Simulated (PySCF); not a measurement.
**Bi, Bi⁺: ionisation energy in def2-SVP with ECP60**

Each state of bismuth is computed at each level; their differences give the ionisation energy. How far do the methods differ?

The numbers are computed with PySCF 2.14.0 (unrestricted determinants in a Gaussian basis, no spin-orbit coupling in the energies), except any that are marked as measured or tabulated.

6 further runs of the same task are left out: 6 that didn't finish.

## Step 1: The atom as given

- Element: bismuth (Z = 83)
- Basis: def2-SVP with the def2 core potential (60 electrons)
- Hamiltonian: scalar relativity through the core potential
- State 1: Bi: [Xe] 4f14 5d10 6s2 6p3, high-spin 4S determinant
- State 2: Bi⁺: [Xe] 4f14 5d10 6s2 6p2, high-spin 3P determinant
- Methods: UHF, B3LYP, PBE, MP2, CCSD(T)
- Core shells frozen in the correlated runs: valence: 5s2 5p6 5d10 (for Bi)

Outer shells as boxes (Hund's rule):

Bi [Xe] 4f14 5d10 6s2 6p3
```
[Xe] core
4f [↑↓][↑↓][↑↓][↑↓][↑↓][↑↓][↑↓]
5d [↑↓][↑↓][↑↓][↑↓][↑↓]
6s [↑↓]
6p [↑ ][↑ ][↑ ]
```

Bi+ [Xe] 4f14 5d10 6s2 6p2
```
[Xe] core
4f [↑↓][↑↓][↑↓][↑↓][↑↓][↑↓][↑↓]
5d [↑↓][↑↓][↑↓][↑↓][↑↓]
6s [↑↓]
6p [↑ ][↑ ][  ]
```

The runs were made by one driver on top of PySCF. The scripts below sum up each run's settings (the driver also hands on starting orbitals that pick excited configurations, and frozen orbitals as a list rather than a count), and the logs come from the driver's own runs. The driver starts from symmetry-adapted Hartree-Fock orbitals, holds the occupation by maximum overlap and uses a logarithmic radial grid for functionals, so a plain start would take other cycles.

The driver's launch:

```
> OMP_NUM_THREADS=1 python atomrun2.py TASK.json OUT
```

The integrals over 26 functions and the set-up took 0.09 s of CPU time.

## Step 2: Bi, method by method

Level: UHF.

File input.py:

```python
from pyscf import gto, scf, dft, mp, cc
import basis_set_exchange as bse
txt = bse.get_basis("def2-SVP", elements=["Bi"], fmt="nwchem", header=False)
cut = txt.index("\nECP")
mol = gto.M(atom="Bi 0 0 0", charge=0, spin=3, symmetry="D2h",
            basis=gto.basis.parse(txt[:cut]),
            ecp={"Bi": gto.basis.parse_ecp(txt[cut:])})
mf = scf.UHF(mol)
mf.irrep_nelec = {'Ag': (4, 4), 'B1g': (1, 1), 'B2g': (1, 1), 'B3g': (1, 1), 'B1u': (2, 1), 'B2u': (2, 1), 'B3u': (2, 1)}
mf.kernel()
```

The program printed:

```text
damping factor = 0
level_shift factor = 0
DIIS = <class 'pyscf.scf.diis.CDIIS'>
diis_start_cycle = 1
diis_space = 10
diis_damp = 0
SCF conv_tol = 1e-09
SCF conv_tol_grad = None
number electrons alpha = 13  beta = 10
cycle= 1 E= -213.591164207346  delta_E= -7.6e-10  |g|= 8.93e-06  |ddm|= 0.000127
converged SCF energy = -213.591164207346  <S^2> = 3.7565378  2S+1 = 4.0032676
```

It took 0.07 s on 1 thread of Neoverse-V1, shared host, the integrals not counted.

The occupied shells:

```
shell  electrons  mean orbital energy (eV)  spread (eV)  rms radius (bohr)
 5s α          1                   -181.94            0              0.899
 5s β          1                   -181.57            0              0.899
 5p α          3                   -115.94            0               1.02
 5p β          3                   -115.66            0               1.02
 5d α          5                   -35.797            0               1.32
 5d β          5                   -35.381            0               1.32
 6s α          1                   -21.191            0               2.39
 6s β          1                   -15.699            0               2.39
 6p α          3                    -8.656            0               3.20
```

⟨S²⟩ = 3.757, ⟨L²⟩ = 0.00.

Energies and moments cover only the electrons outside the core potential. The p, d and f levels are scalar averages; spin-orbit coupling splits them strongly at this Z. Spin-orbit coupling is strong in this species (close to jj coupling), so the high-spin LS determinant is a model state, not a physical level.

Level: B3LYP.

input.py, as changed from the run before:

```diff
@@ -7,3 +7,3 @@
             ecp={"Bi": gto.basis.parse_ecp(txt[cut:])})
-mf = scf.UHF(mol)
+mf = dft.UKS(mol, xc="B3LYP")
 mf.irrep_nelec = {'Ag': (4, 4), 'B1g': (1, 1), 'B2g': (1, 1), 'B3g': (1, 1), 'B1u': (2, 1), 'B2u': (2, 1), 'B3u': (2, 1)}
```

The program printed:

```text
damping factor = 0
level_shift factor = 0
DIIS = <class 'pyscf.scf.diis.CDIIS'>
diis_start_cycle = 1
diis_space = 10
diis_damp = 0
SCF conv_tol = 1e-09
SCF conv_tol_grad = None
number electrons alpha = 13  beta = 10
XC functionals = B3LYP
    P. J. Stephens, F. J. Devlin, C. F. Chabalowski, and M. J. Frisch.,  J. Phys. Chem. 98, 11623 (1994)
cycle= 1 E= -214.679827551486  delta_E= -0.00505  |g|= 0.00651  |ddm|= 0.34
cycle= 2 E= -214.679856675663  delta_E= -2.91e-05  |g|= 0.00344  |ddm|= 0.0244
cycle= 3 E= -214.679862237972  delta_E= -5.56e-06  |g|= 0.000491  |ddm|= 0.00853
cycle= 4 E= -214.67986234226  delta_E= -1.04e-07  |g|= 2.98e-05  |ddm|= 0.000816
cycle= 5 E= -214.679862342846  delta_E= -5.86e-10  |g|= 6.64e-07  |ddm|= 8.11e-05
converged SCF energy = -214.679862342846  <S^2> = 3.7511468  2S+1 = 4.0005734
```

Time after the integrals: 0.46 s (1 thread of Neoverse-V1, shared host).

Level: PBE.

input.py, as changed from the run before:

```diff
@@ -7,3 +7,3 @@
             ecp={"Bi": gto.basis.parse_ecp(txt[cut:])})
-mf = dft.UKS(mol, xc="B3LYP")
+mf = dft.UKS(mol, xc="PBE")
 mf.irrep_nelec = {'Ag': (4, 4), 'B1g': (1, 1), 'B2g': (1, 1), 'B3g': (1, 1), 'B1u': (2, 1), 'B2u': (2, 1), 'B3u': (2, 1)}
```

The program printed:

```text
damping factor = 0
level_shift factor = 0
DIIS = <class 'pyscf.scf.diis.CDIIS'>
diis_start_cycle = 1
diis_space = 10
diis_damp = 0
SCF conv_tol = 1e-09
SCF conv_tol_grad = None
number electrons alpha = 13  beta = 10
XC functionals = PBE
    J. P. Perdew, K. Burke, and M. Ernzerhof.,  Phys. Rev. Lett. 77, 3865 (1996)
    J. P. Perdew, K. Burke, and M. Ernzerhof.,  Phys. Rev. Lett. 78, 1396 (1997)
    J. P. Perdew, K. Burke, and M. Ernzerhof.,  Phys. Rev. Lett. 77, 3865 (1996)
    J. P. Perdew, K. Burke, and M. Ernzerhof.,  Phys. Rev. Lett. 78, 1396 (1997)
cycle= 1 E= -214.631259291179  delta_E= -0.00704  |g|= 0.0057  |ddm|= 0.442
cycle= 2 E= -214.631284598961  delta_E= -2.53e-05  |g|= 0.00336  |ddm|= 0.0319
cycle= 3 E= -214.631291761582  delta_E= -7.16e-06  |g|= 0.000816  |ddm|= 0.0105
cycle= 4 E= -214.631291980509  delta_E= -2.19e-07  |g|= 6.98e-06  |ddm|= 0.00105
cycle= 5 E= -214.63129198055  delta_E= -4.04e-11  |g|= 1.98e-07  |ddm|= 2.6e-05
converged SCF energy = -214.63129198055  <S^2> = 3.7513568  2S+1 = 4.0006783
```

Time after the integrals: 0.44 s (1 thread of Neoverse-V1, shared host).

Level: MP2 (valence).

input.py, as changed from the run before:

```diff
@@ -7,4 +7,5 @@
             ecp={"Bi": gto.basis.parse_ecp(txt[cut:])})
-mf = dft.UKS(mol, xc="PBE")
+mf = scf.UHF(mol)
 mf.irrep_nelec = {'Ag': (4, 4), 'B1g': (1, 1), 'B2g': (1, 1), 'B3g': (1, 1), 'B1u': (2, 1), 'B2u': (2, 1), 'B3u': (2, 1)}
 mf.kernel()
+mp.UMP2(mf, frozen=9).kernel()
```

The driver printed no log here.

Time after the integrals: 0.01 s (1 thread of Neoverse-V1, shared host).

With 5 electrons correlated, the MP2 correlation energy is -0.03749 hartree (-0.01110 same spin, -0.02639 opposite spin); the SCS form gives -0.03537. Largest pairs of shells: 6s-6p -0.0239, 6p-6p -0.0086, 6s-6s -0.0049.

Level: CCSD(T) (valence).

input.py, as changed from the run before:

```diff
@@ -10,2 +10,3 @@
 mf.kernel()
-mp.UMP2(mf, frozen=9).kernel()
+mycc = cc.CCSD(mf, frozen=9).run()
+mycc.ccsd_t()
```

The program printed:

```text
CC2 = 0
CCSD nocc = (np.int64(4), np.int64(1)), nmo = (17, 17)
frozen orbitals [[0, 1, 2, 3, 4, 5, 6, 7, 8], [0, 1, 2, 3, 4, 5, 6, 7, 8]]
max_cycle = 100
direct = 0
conv_tol = 1e-08
conv_tol_normt = 1e-06
diis_space = 8
diis_start_cycle = 0
Init t2, MP2 energy = -0.0374882912668365
Init E_corr(UCCSD) = -0.0374882913483611
cycle = 1  E_corr(UCCSD) = -0.0452433272514254  dE = -0.0077550359  norm(t1,t2) = 0.0350148
cycle = 2  E_corr(UCCSD) = -0.0469335470127692  dE = -0.00169021976  norm(t1,t2) = 0.0095094
cycle = 3  E_corr(UCCSD) = -0.0475275331862293  dE = -0.000593986173  norm(t1,t2) = 0.00307054
cycle = 4  E_corr(UCCSD) = -0.0475159230444908  dE = 1.16101417e-05  norm(t1,t2) = 0.00034827
cycle = 5  E_corr(UCCSD) = -0.0475167748985726  dE = -8.51854082e-07  norm(t1,t2) = 5.43434e-05
cycle = 6  E_corr(UCCSD) = -0.0475163136893264  dE = 4.61209246e-07  norm(t1,t2) = 9.06104e-06
cycle = 7  E_corr(UCCSD) = -0.0475164468880611  dE = -1.33198735e-07  norm(t1,t2) = 1.53095e-06
cycle = 8  E_corr(UCCSD) = -0.0475164116456098  dE = 3.52424513e-08  norm(t1,t2) = 2.12967e-07
cycle = 9  E_corr(UCCSD) = -0.0475164162399479  dE = -4.5943381e-09  norm(t1,t2) = 3.69972e-08
UCCSD converged
E(UCCSD) = -213.6386806235859  E_corr = -0.04751641623994788
UCCSD(T) correction = -0.000386242472859973
```

It took 0.12 s on 1 thread of Neoverse-V1, shared host, the integrals not counted.

CCSD correlation -0.04752 hartree, triples -0.00039; total -213.639067. T1 = 0.005, largest double amplitude 0.049.

Radial density 4πr²ρ of Bi at UHF, the electrons outside the core potential:

```
r (bohr)   density  spin density
  0.0203  2.45e-05         0.000
  0.0342  5.94e-05         0.000
  0.0576  0.000125         0.000
  0.0968  0.000374         0.000
   0.163   0.00352         0.000
   0.274    0.0734         0.001
   0.461      2.61         0.036
   0.775      20.1         0.169
    1.30      12.6         0.002
    2.19      3.40         1.217
    3.69     0.873         0.705
    6.20    0.0534         0.052
```

## Step 3: Bi⁺

Level: UHF.

File input.py:

```python
from pyscf import gto, scf, dft, mp, cc
import basis_set_exchange as bse
txt = bse.get_basis("def2-SVP", elements=["Bi"], fmt="nwchem", header=False)
cut = txt.index("\nECP")
mol = gto.M(atom="Bi 0 0 0", charge=1, spin=2, symmetry="D2h",
            basis=gto.basis.parse(txt[:cut]),
            ecp={"Bi": gto.basis.parse_ecp(txt[cut:])})
mf = scf.UHF(mol)
mf.irrep_nelec = {'Ag': (4, 4), 'B1g': (1, 1), 'B2g': (1, 1), 'B3g': (1, 1), 'B1u': (2, 1), 'B2u': (2, 1), 'B3u': (1, 1)}
mf.kernel()
```

The program printed:

```text
damping factor = 0
level_shift factor = 0
DIIS = <class 'pyscf.scf.diis.CDIIS'>
diis_start_cycle = 1
diis_space = 10
diis_damp = 0
SCF conv_tol = 1e-09
SCF conv_tol_grad = None
number electrons alpha = 12  beta = 10
cycle= 1 E= -213.288485136404  delta_E= -0.0021  |g|= 0.0135  |ddm|= 0.0785
cycle= 2 E= -213.2886756502  delta_E= -0.000191  |g|= 0.00413  |ddm|= 0.0236
cycle= 3 E= -213.288695690004  delta_E= -2e-05  |g|= 0.000164  |ddm|= 0.0106
cycle= 4 E= -213.288695724717  delta_E= -3.47e-08  |g|= 2.24e-05  |ddm|= 0.000708
cycle= 5 E= -213.288695725403  delta_E= -6.86e-10  |g|= 6.05e-06  |ddm|= 0.000119
converged SCF energy = -213.288695725403  <S^2> = 2.0077956  2S+1 = 3.0051926
```

It took 0.08 s on 1 thread of Neoverse-V1, shared host, the integrals not counted.

The occupied shells:

```
shell  electrons  mean orbital energy (eV)  spread (eV)  rms radius (bohr)
 5s α          1                   -190.29            0              0.899
 5s β          1                   -189.97            0              0.899
 5p α          3                   -124.30        0.220               1.02
 5p β          3                   -124.05        0.598               1.02
 5d α          5                   -44.129        0.438               1.32
 5d β          5                   -43.789        0.745               1.32
 6s α          1                   -27.962            0               2.32
 6s β          1                   -23.970            0               2.32
 6p α          2                   -15.644            0               3.01
```

⟨S²⟩ = 2.008, ⟨L²⟩ = 2.02.

Energies and moments cover only the electrons outside the core potential. Spin-orbit coupling is strong in this species (close to jj coupling), so the high-spin LS determinant is a model state, not a physical level.

Level: B3LYP.

input.py, as changed from the run before:

```diff
@@ -7,3 +7,3 @@
             ecp={"Bi": gto.basis.parse_ecp(txt[cut:])})
-mf = scf.UHF(mol)
+mf = dft.UKS(mol, xc="B3LYP")
 mf.irrep_nelec = {'Ag': (4, 4), 'B1g': (1, 1), 'B2g': (1, 1), 'B3g': (1, 1), 'B1u': (2, 1), 'B2u': (2, 1), 'B3u': (1, 1)}
```

The program printed:

```text
damping factor = 0
level_shift factor = 0
DIIS = <class 'pyscf.scf.diis.CDIIS'>
diis_start_cycle = 1
diis_space = 10
diis_damp = 0
SCF conv_tol = 1e-09
SCF conv_tol_grad = None
number electrons alpha = 12  beta = 10
XC functionals = B3LYP
    P. J. Stephens, F. J. Devlin, C. F. Chabalowski, and M. J. Frisch.,  J. Phys. Chem. 98, 11623 (1994)
cycle= 1 E= -214.365042223953  delta_E= -0.00494  |g|= 0.00483  |ddm|= 0.309
cycle= 2 E= -214.365057109321  delta_E= -1.49e-05  |g|= 0.00079  |ddm|= 0.014
cycle= 3 E= -214.36505735887  delta_E= -2.5e-07  |g|= 0.000384  |ddm|= 0.00275
cycle= 4 E= -214.36505741619  delta_E= -5.73e-08  |g|= 1.01e-05  |ddm|= 0.000679
cycle= 5 E= -214.36505741627  delta_E= -7.98e-11  |g|= 5.16e-07  |ddm|= 3.32e-05
converged SCF energy = -214.36505741627  <S^2> = 2.0013757  2S+1 = 3.000917
```

It took 0.44 s on 1 thread of Neoverse-V1, shared host, the integrals not counted.

Level: PBE.

input.py, as changed from the run before:

```diff
@@ -7,3 +7,3 @@
             ecp={"Bi": gto.basis.parse_ecp(txt[cut:])})
-mf = dft.UKS(mol, xc="B3LYP")
+mf = dft.UKS(mol, xc="PBE")
 mf.irrep_nelec = {'Ag': (4, 4), 'B1g': (1, 1), 'B2g': (1, 1), 'B3g': (1, 1), 'B1u': (2, 1), 'B2u': (2, 1), 'B3u': (1, 1)}
```

The program printed:

```text
damping factor = 0
level_shift factor = 0
DIIS = <class 'pyscf.scf.diis.CDIIS'>
diis_start_cycle = 1
diis_space = 10
diis_damp = 0
SCF conv_tol = 1e-09
SCF conv_tol_grad = None
number electrons alpha = 12  beta = 10
XC functionals = PBE
    J. P. Perdew, K. Burke, and M. Ernzerhof.,  Phys. Rev. Lett. 77, 3865 (1996)
    J. P. Perdew, K. Burke, and M. Ernzerhof.,  Phys. Rev. Lett. 78, 1396 (1997)
    J. P. Perdew, K. Burke, and M. Ernzerhof.,  Phys. Rev. Lett. 77, 3865 (1996)
    J. P. Perdew, K. Burke, and M. Ernzerhof.,  Phys. Rev. Lett. 78, 1396 (1997)
cycle= 1 E= -214.316480432629  delta_E= -0.007  |g|= 0.00439  |ddm|= 0.411
cycle= 2 E= -214.316489989561  delta_E= -9.56e-06  |g|= 0.00051  |ddm|= 0.0145
cycle= 3 E= -214.316490166071  delta_E= -1.77e-07  |g|= 0.000265  |ddm|= 0.00255
cycle= 4 E= -214.3164901973  delta_E= -3.12e-08  |g|= 9.07e-06  |ddm|= 0.000572
cycle= 5 E= -214.316490197347  delta_E= -4.76e-11  |g|= 1.47e-07  |ddm|= 2.18e-05
converged SCF energy = -214.316490197347  <S^2> = 2.0012706  2S+1 = 3.000847
```

It took 0.39 s on 1 thread of Neoverse-V1, shared host, the integrals not counted.

Level: MP2 (valence).

input.py, as changed from the run before:

```diff
@@ -7,4 +7,5 @@
             ecp={"Bi": gto.basis.parse_ecp(txt[cut:])})
-mf = dft.UKS(mol, xc="PBE")
+mf = scf.UHF(mol)
 mf.irrep_nelec = {'Ag': (4, 4), 'B1g': (1, 1), 'B2g': (1, 1), 'B3g': (1, 1), 'B1u': (2, 1), 'B2u': (2, 1), 'B3u': (1, 1)}
 mf.kernel()
+mp.UMP2(mf, frozen=9).kernel()
```

No log was kept for this step.

It took 0.01 s on 1 thread of Neoverse-V1, shared host, the integrals not counted.

With 4 electrons correlated, the MP2 correlation energy is -0.02829 hartree (-0.00523 same spin, -0.02306 opposite spin); the SCS form gives -0.02942. Largest pairs of shells: 6s-6p -0.0170, 6s-6s -0.0085, 6p-6p -0.0029.

Level: CCSD(T) (valence).

input.py, as changed from the run before:

```diff
@@ -10,2 +10,3 @@
 mf.kernel()
-mp.UMP2(mf, frozen=9).kernel()
+mycc = cc.CCSD(mf, frozen=9).run()
+mycc.ccsd_t()
```

The program printed:

```text
CC2 = 0
CCSD nocc = (np.int64(3), np.int64(1)), nmo = (17, 17)
frozen orbitals [[0, 1, 2, 3, 4, 5, 6, 7, 8], [0, 1, 2, 3, 4, 5, 6, 7, 8]]
max_cycle = 100
direct = 0
conv_tol = 1e-08
conv_tol_normt = 1e-06
diis_space = 8
diis_start_cycle = 0
Init t2, MP2 energy = -0.0282907204001467
Init E_corr(UCCSD) = -0.0282907204299885
cycle = 1  E_corr(UCCSD) = -0.0356175917636338  dE = -0.00732687133  norm(t1,t2) = 0.0377895
cycle = 2  E_corr(UCCSD) = -0.037640469632297  dE = -0.00202287787  norm(t1,t2) = 0.0126198
cycle = 3  E_corr(UCCSD) = -0.0386071891616406  dE = -0.000966719529  norm(t1,t2) = 0.00485942
cycle = 4  E_corr(UCCSD) = -0.0385989268826392  dE = 8.262279e-06  norm(t1,t2) = 0.00071046
cycle = 5  E_corr(UCCSD) = -0.0386034466755643  dE = -4.51979293e-06  norm(t1,t2) = 7.98855e-05
cycle = 6  E_corr(UCCSD) = -0.0386025021022917  dE = 9.44573273e-07  norm(t1,t2) = 1.06858e-05
cycle = 7  E_corr(UCCSD) = -0.0386027584248109  dE = -2.56322519e-07  norm(t1,t2) = 1.50229e-06
cycle = 8  E_corr(UCCSD) = -0.0386026922322872  dE = 6.61925237e-08  norm(t1,t2) = 2.77875e-07
cycle = 9  E_corr(UCCSD) = -0.0386026989975083  dE = -6.76522116e-09  norm(t1,t2) = 6.244e-08
UCCSD converged
E(UCCSD) = -213.3272984244008  E_corr = -0.03860269899750834
UCCSD(T) correction = -0.000293038885090015
```

Time after the integrals: 0.12 s (1 thread of Neoverse-V1, shared host).

CCSD correlation -0.03860 hartree, triples -0.00029; total -213.327591. T1 = 0.006, largest double amplitude 0.073.

Radial density 4πr²ρ of Bi⁺ at UHF, the electrons outside the core potential:

```
r (bohr)   density  spin density
  0.0203  2.46e-05         0.000
  0.0342  5.96e-05         0.000
  0.0576  0.000124         0.000
  0.0968  0.000371         0.000
   0.163   0.00351         0.000
   0.274    0.0734         0.001
   0.461      2.61         0.031
   0.775      20.1         0.145
    1.30      12.6         0.017
    2.19      3.11         0.926
    3.69     0.556         0.409
    6.20    0.0237         0.023
```

## Step 4: How the shells move

Highest occupied Hartree-Fock shell of each state: Bi 6p α at -8.656 eV; Bi⁺ 6p α at -15.644 eV.

## Step 5: The energy differences

Ionisation energy: Bi [Xe] 4f14 5d10 6s2 6p3 (4S) → Bi⁺ [Xe] 4f14 5d10 6s2 6p2 (3P).

```
           method  value (eV)  less the reference (eV)  CPU time, both states (s)
              UHF       8.231                   +0.945                       0.15
            B3LYP       8.566                   +1.281                        0.9
              PBE       8.566                   +1.281                       0.83
    MP2 (valence)       8.481                   +1.195                       0.15
SCS-MP2 (valence)       8.392                   +1.107                       0.15
   CCSD (valence)       8.473                   +1.188                           
CCSD(T) (valence)       8.476                   +1.190                       0.39
```

Reference: 7.286 eV (measured; NIST Atomic Spectra Database, ionization energies). Spin-orbit coupling is strong in these open shells (close to jj coupling). The scalar numbers leave it out, so it can dominate the gap to the real levels. Errors of the correlated levels include the incompleteness of this basis.

Times are CPU seconds on a shared host without the integrals; correlated rows include their Hartree-Fock run, whose time holds the symmetry-adapted start and any spin-orbit constants, while functionals begin from orbitals already made.

## Step 6: Outcome

| quantity | value |
| --- | --- |
| ionisation energy, Bi | UHF 8.231, CCSD(T) (valence) 8.476 eV; reference 7.286 |

Each level's miss and price (over 1 difference):

```
           method  mean absolute miss against CCSD(T) (valence) (eV)  CPU time, both states (s)
              UHF                                              0.245                       0.15
            B3LYP                                              0.091                        0.9
              PBE                                              0.091                       0.83
    MP2 (valence)                                              0.005                       0.15
SCS-MP2 (valence)                                              0.083                       0.15
   CCSD (valence)                                              0.003                           
CCSD(T) (valence)                                              0.000                       0.39
```

In words: The methods span 0.336 eV, from UHF (8.231) to B3LYP (8.566). The reference is uncertain or not like for like (spin-orbit coupling or other relativistic terms), so no ranking of close methods is drawn. All values hold for this basis alone; no basis-set limit was taken. The dearest level timed, B3LYP, costs 6 times the cheapest, UHF, and differs from CCSD(T) (valence) by 0.09 against 0.25 eV; CCSD(T) (valence) in this basis is a yardstick, not the exact answer.
